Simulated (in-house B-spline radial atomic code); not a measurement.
# Al²⁺ in a hard spherical wall

Wanted: the cost of confining Al²⁺, radius by radius. More than one configuration is followed.

Method: scalar-relativistic (spin-free one-electron X2C) PBE, spherical fractional occupations, Fermi nucleus, basis-set limit. Code: in-house B-spline radial atomic code version 1.

## (1) The system

| Quantity | Value |
| --- | --- |
| element | aluminium (Z = 13) |
| charge | +2 |
| electrons | 11 |
| configuration | [Ne] 3s1 |
| Hamiltonian | scalar-relativistic (X2C) |
| nucleus | Fermi, rms radius 3.061 fm |

The outer shells:

[Ne] 3s1
```
[Ne] core
3s [↑ ]
```

The boxes only draw the filling; these runs are spin-restricted and spherical.

Input settings:

```ini
Z = 13
electrons = 11.0
configuration = [Ne] 3s1
hamiltonian = x2c
method = pbe,pbe
spin_polarised = False
nucleus = fermi
rms_radius = 3.061
mass_number = 27
atomic_mass = 26.981538408
speed_of_light = 137.035999084
```

This reference run was done before. Its total energy is -241.749502 hartree, and its levels are (the highest eight at most):

| orbital | occupation | energy (eV) | <r> (bohr) |
| --- | --- | --- | --- |
| 1s | 2 | -1531.74 | 0.1200 |
| 2s | 2 | -128.74 | 0.6248 |
| 2p | 6 | -90.242 | 0.6009 |
| 3s | 1 | -23.746 | 2.204 |

## (2) Wall at 5.28 bohr, configuration [Ne] 3s1

Input settings:

```ini
Z = 13
electrons = 11.0
configuration = [Ne] 3s1
hamiltonian = x2c
method = pbe,pbe
spin_polarised = False
nucleus = fermi
rms_radius = 3.061
mass_number = 27
atomic_mass = 26.981538408
speed_of_light = 137.035999084
wall_radius = 5.28
```

## (3) Wall at 3.28 bohr, configuration [Ne] 3s1

The settings differ from step 2 so:

```diff
@@ -11,2 +11,2 @@
 speed_of_light = 137.035999084
-wall_radius = 5.28
+wall_radius = 3.28
```

## (4) Wall at 1.67 bohr, configuration [Ne] 3s1

The settings differ from step 3 so:

```diff
@@ -11,2 +11,2 @@
 speed_of_light = 137.035999084
-wall_radius = 3.28
+wall_radius = 1.67
```

## (5) Wall at 5.28 bohr, configuration [He] 2s1 2p6 3s1 3d1

Input settings:

```ini
Z = 13
electrons = 11.0
configuration = [He] 2s1 2p6 3s1 3d1
hamiltonian = x2c
method = pbe,pbe
spin_polarised = False
nucleus = fermi
rms_radius = 3.061
mass_number = 27
atomic_mass = 26.981538408
speed_of_light = 137.035999084
wall_radius = 5.28
```

## (6) Wall at 3.28 bohr, configuration [He] 2s1 2p6 3s1 3d1

The settings differ from step 5 so:

```diff
@@ -11,2 +11,2 @@
 speed_of_light = 137.035999084
-wall_radius = 5.28
+wall_radius = 3.28
```

## (7) Wall at 1.67 bohr, configuration [He] 2s1 2p6 3s1 3d1

The settings differ from step 6 so:

```diff
@@ -11,2 +11,2 @@
 speed_of_light = 137.035999084
-wall_radius = 3.28
+wall_radius = 1.67
```

## (8) Wall at 5.28 bohr, configuration [Ne] 3d1

Input settings:

```ini
Z = 13
electrons = 11.0
configuration = [Ne] 3d1
hamiltonian = x2c
method = pbe,pbe
spin_polarised = False
nucleus = fermi
rms_radius = 3.061
mass_number = 27
atomic_mass = 26.981538408
speed_of_light = 137.035999084
wall_radius = 5.28
```

## (9) Wall at 3.28 bohr, configuration [Ne] 3d1

The settings differ from step 8 so:

```diff
@@ -11,2 +11,2 @@
 speed_of_light = 137.035999084
-wall_radius = 5.28
+wall_radius = 3.28
```

## (10) Wall at 1.67 bohr, configuration [Ne] 3d1

The settings differ from step 9 so:

```diff
@@ -11,2 +11,2 @@
 speed_of_light = 137.035999084
-wall_radius = 3.28
+wall_radius = 1.67
```

Before running: What do the energy and the highest level do as the wall closes in, and which configuration is lower at each radius?

**Answer**, as computed:

| configuration | radius (bohr) | energy above the free system (eV) | highest level (eV) |
| --- | --- | --- | --- |
| [Ne] 3s1 | 5.28 | 0.130 | -23.522 (3s) |
| [Ne] 3s1 | 3.28 | 4.635 | -17.991 (3s) |
| [Ne] 3s1 | 1.67 | 104.95 | 74.448 (3s) |
| [He] 2s1 2p6 3s1 3d1 | 5.28 | 128.75 | -11.041 (3d) |
| [He] 2s1 2p6 3s1 3d1 | 3.28 | 139.13 | -1.521 (3d) |
| [He] 2s1 2p6 3s1 3d1 | 1.67 | 289.56 | 69.815 (3s) |
| [Ne] 3d1 | 5.28 | 15.710 | -9.046 (3d) |
| [Ne] 3d1 | 3.28 | 24.852 | 2.083 (3d) |
| [Ne] 3d1 | 1.67 | 103.21 | 73.188 (3d) |

**Reading.** For [Ne] 3s1 the energy above the free reference is 0.130 eV at 5.28 bohr and 104.95 eV at 1.67 bohr. Its highest level passes zero between 3.28 and 1.67 bohr; in smaller spheres the level is positive, pushed up by confinement, and the wall keeps the electron in. Of [Ne] 3s1 and [He] 2s1 2p6 3s1 3d1, the first stays lower at every radius that both share. At 1.67 bohr the lowest of all 3 is [Ne] 3d1. A hard wall is a crude model of an atom's surroundings.
